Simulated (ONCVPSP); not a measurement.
**Pseudopotential generation for Sm: ONCV, PBE**

Do these settings give a usable potential? It is generated, then checked for transferability, scattering, ghosts and hardness.

The numbers are computed with ONCVPSP 4.0.1.1 (patched build) (PBE, scalar-relativistic, spin-unpolarised reference atom).

## (1) Settings

The settings as typed:

```json
{
  "element": "samarium (Sm, Z = 62)",
  "type": "optimised norm-conserving Vanderbilt (ONCV)",
  "frozen core": "[Kr] 4d10",
  "valence charge": "16",
  "reference configuration": "4f5 5s2 5p6 5d1 6s2",
  "partial waves": "5s+6s: rc 2.45 bohr, ncon 4, nbas 7, qcut 5.4 1/bohr, 2 projectors; 5p: rc 1.60 bohr, ncon 4, nbas 7, qcut 4.7 1/bohr, 2 projectors, debl 0.4 Ha; 5d: rc 3.70 bohr, ncon 3, nbas 8, qcut 4.2 1/bohr, 3 projectors, debl 1.1 Ha; 4f: rc 0.85 bohr, ncon 4, nbas 8, qcut 20.1 1/bohr, 3 projectors, debl 2.9 Ha",
  "local potential": "polynomial inside 0.60 bohr (lpopt 5, dvloc0 0 Ha)",
  "core correction": "Teter function fitted to the true core (icmod 2), fcfact 0.45"
}
```

An earlier all-electron run gives the scale for the radii.

All-electron outer shells of the reference configuration (PBE, scalar-relativistic, ld1.x):

```
shell  level (eV)  outermost node (bohr)  outermost maximum (bohr)
   4d     -135.45                   0.28                      0.58
   5s      -46.72                   0.68                      1.25
   5p      -26.00                   0.73                      1.42
   4f       -7.96                      –                      0.61
   6s       -3.99                   1.67                      3.48
   5d       -2.74                   0.83                      2.01
   6p       -1.34                   1.99                      4.64
```

## (2) The generation run

Sm.dat reads:

```
# ATOM AND REFERENCE CONFIGURATION
# atsym  z   nc   nv     iexc    psfile
  Sm 62.00    9    5        4      upf
#
#   n    l    f
    1    0    2.00
    2    0    2.00
    2    1    6.00
    3    0    2.00
    3    1    6.00
    3    2   10.00
    4    0    2.00
    4    1    6.00
    4    2   10.00
    4    3    5.00
    5    0    2.00
    5    1    6.00
    5    2    1.00
    6    0    2.00
#
# PSEUDOPOTENTIAL AND OPTIMIZATION
# lmax
    3
#
#   l,   rc,      ep,       ncon, nbas, qcut
    0    2.45    0.00    4    7    5.40
    1    1.60    0.00    4    7    4.70
    2    3.70    0.00    3    8    4.20
    3    0.85    0.00    4    8   20.10
#
# LOCAL POTENTIAL
# lloc, lpopt,  rc(5),   dvloc0
    4    5    0.60    0.00
#
# VANDERBILT-KLEINMAN-BYLANDER PROJECTORs
# l, nproj, debl
    0    2    3.00
    1    2    0.40
    2    3    1.10
    3    3    2.90
#
# MODEL CORE CHARGE
# icmod, fcfact, rcfact
    2    0.45    0.60
#
# LOG DERIVATIVE ANALYSIS
# epsh1, epsh2, depsh
   -3.00    5.00    0.02
#
# OUTPUT GRID
# rlmax, drl
    6.00    0.01
#
# TEST CONFIGURATIONS
# ncnf
    4
# nvcnf
#   n    l    f
    5
    4    3    6.00
    5    0    2.00
    5    1    6.00
    5    2    0.00
    6    0    2.00
#
    5
    4    3    6.00
    5    0    2.00
    5    1    6.00
    5    2    0.00
    6    0    1.00
#
    5
    4    3    6.00
    5    0    2.00
    5    1    6.00
    5    2    0.00
    6    0    0.00
#
    6
    4    3    6.00
    5    0    2.00
    5    1    6.00
    5    2    0.00
    6    0    0.00
    6    1    1.00
#
```

Command:

```console
$ oncvpsp.x < Sm.dat > Sm.out
```

What does the calculation give? Wanted: cutoffs for 1 and 0.1 mHa per electron, occupied waves; bound ghosts; GHOST(+) flags; largest miss of a reference level; largest test error; largest phase difference near zero energy, channels read; rms error of d²Exc/dn², without and with the model core; projector energies reset by the program.

As calculated:

| quantity | value |
| --- | --- |
| cutoffs for 1 and 0.1 mHa per electron, occupied waves | 165 Ha and 182 Ha |
| bound ghosts | s at -837.49 eV, p at -392.86 eV, d at -145.69 eV |
| GHOST(+) flags | s at 3 eV |
| largest miss of a reference level | 13 meV (4f) |
| largest test error (AE − PS) | -220 meV, for 4f6 5s2 5p6 5d0 6s1 |
| largest phase difference near zero energy, channels read | 3.126 rad |
| rms error of d²Exc/dn², without and with the model core | 8.21 and 2.19 mHa |
| projector energies reset by the program | p: -0.955, 0.250 Ha |

In words: A bound ghost (s, p, d) makes it unfit for use: electrons can fall into a state that the atom doesn't have. The worst unpolarised test, 4f6 5s2 5p6 5d0 6s1, is off by 220 meV on 3.0 eV; by total energies transferability rates as poor. The potential is very hard: the looser tolerance needs 165 Ha. At the looser tolerance the 4f wave is the slowest; 5p needs 45 Ha. Near zero energy the largest phase difference among the channels read is 3.13 rad, in the s channel. A step near π is an extra or missing state, not a misfit of shape. The pseudo curves have a pole with no partner nearby in the atom's: s at 0.10 Ha. At positive energy that is a spurious or a displaced resonance. The program also flags highly localised states, GHOST(+) (s).
